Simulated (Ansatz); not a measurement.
# F3H2InO: small, medium and large basis sets

One table from this session's results is given with a row withheld; the runs are named, their logs left out.

Computed with Ansatz 0.2.0, Gaussian basis. Level: one geometry, several basis sets.

Plan: PBE0-D4/def2-SVP; ωB97M-V/def2-SVP; PBE0-D4/def2-QZVPP; ωB97M-V/def2-QZVPP; the functionals' def2-TZVPP values are taken from earlier runs.

### Structure used throughout

An earlier PBE0-D4 in a triple-zeta def2 set relaxation fixed the geometry. In takes the def2 core potential; no spin-orbit term is included.

SMILES `[OH2+][In-]([F])([F])[F]`, 7 atoms, charge 0, spin multiplicity 1.

Atoms are counted from 1 here; the program's logs count them from 0.

Bond lengths: O1–In2 2.260 Å, O1–H6 0.966 Å, O1–H7 0.966 Å, In2–F3 1.945 Å, In2–F4 1.927 Å, In2–F5 1.945 Å. Angles: In2–O1–H6 107.3°, In2–O1–H7 107.5°, H6–O1–H7 107.3°, O1–In2–F3 87.4°, O1–In2–F4 111.2°, O1–In2–F5 87.6°, F3–In2–F4 119.7°, F3–In2–F5 117.9°, F4–In2–F5 119.6°.

Set-up of the first run:

in.yaml

```yaml
crystal:
  periodic: [false, false, false]
  atoms:
    - {symbol: O, position_ang: [-1.132633, 0.539295, 0.266084]}
    - {symbol: In, position_ang: [0.704058, -0.612493, -0.373198]}
    - {symbol: F, position_ang: [1.046135, -0.939573, 1.513066]}
    - {symbol: F, position_ang: [0.237760, -2.084071, -1.526999]}
    - {symbol: F, position_ang: [1.372354, 1.041535, -1.146930]}
    - {symbol: H, position_ang: [-1.155224, 0.530430, 1.231668]}
    - {symbol: H, position_ang: [-1.011249, 1.456976, -0.009490]}
basis:
  gaussian: {orbitals: def2-SVP}
hamiltonian: {xc: pbe0, dispersion: d4}
output: {orbitals: {seedname: orbitals}}
```

Steps of the session up to this table: PBE0-D4 in def2-SVP; ωB97M-V in def2-SVP; PBE0-D4 in def2-QZVPP; ωB97M-V in def2-QZVPP.

One of the session's tables, all rows but one given; the rest of the session is left out.

It belongs to the step «Density functionals: the series». 

| functional | basis | HOMO (eV) | LUMO (eV) |
| --- | --- | --- | --- |
| PBE0-D4 | def2-SVP | -10.07 | -1.98 |
| PBE0-D4 | def2-TZVPP | -10.42 | -2.26 |
| PBE0-D4 | def2-QZVPP | -10.48 | -2.34 |
| ωB97M-V | def2-SVP | -12.54 | 0.07 |
| ωB97M-V | def2-TZVPP | -12.94 | -0.30 |
| ωB97M-V | def2-QZVPP | ? | ? |

Estimate the missing values for ωB97M-V, def2-QZVPP.

As computed: HOMO (eV): -13.00; LUMO (eV): -0.53. In the column «HOMO (eV)» it is the lowest.
